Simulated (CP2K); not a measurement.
Runs of CP2K 2026.2 on SiO. Symmetry: Pm-3m, No. 221, cubic system. The conventional cell has a = 2.807 Å, b = 2.807 Å, c = 2.807 Å, α = 90.00°, β = 90.00°, γ = 90.00°. Si (site symmetry m-3m) has 8 O at 2.43 Å as nearest neighbours. Around O (site symmetry m-3m) lie 8 Si at 2.43 Å. The cell was built by a generator and needn't be a form met in nature.

```tsv
level	potentials or basis	smearing	EPS_DEFAULT	points a segment of the path (NPOINTS)	CUTOFF of the grids	gap on the mesh (eV)	pressure (GPa)
PBEsol	POTENTIAL_UZH Si GTH-PBE-q4, O GTH-PBE-q6; TZVP-MOLOPT-PBE-GTH basis	fermi-dirac 0.01 eV	1.0E-9	8	600 Ry	none	-3.5
r2SCAN	POTENTIAL_UZH Si GTH-SCAN-q4, O GTH-SCAN-q6; TZVP-MOLOPT-SCAN-GTH basis	fermi-dirac 0.05 eV	1.0E-10	8	850 Ry	none	(a)
LDA	GTH_POTENTIALS Si GTH-PADE-q4, O GTH-PADE-q6; TZVP-MOLOPT-PBE-GTH basis	fermi-dirac 0.01 eV	1.0E-9	8	600 Ry	none	-7.1
PBE	POTENTIAL_UZH Si GTH-PBE-q4, O GTH-PBE-q6; TZVP-MOLOPT-PBE-GTH basis	fermi-dirac 0.05 eV	1.0E-9	10	600 Ry	none	0.3
```

Alike in all rows: task band structure; no spin polarisation; cell as given; k mesh 9 × 9 × 9.

Q: Fill in the values left out.

A: (a) 0.2.

Caveats: the basis of atomic orbitals isn't converged, which shifts pressures, moduli and gaps; the potentials were made for another functional, which shifts forces and pressure (some runs).

A gap of «none» marks a metal or a gap under the smearing width.
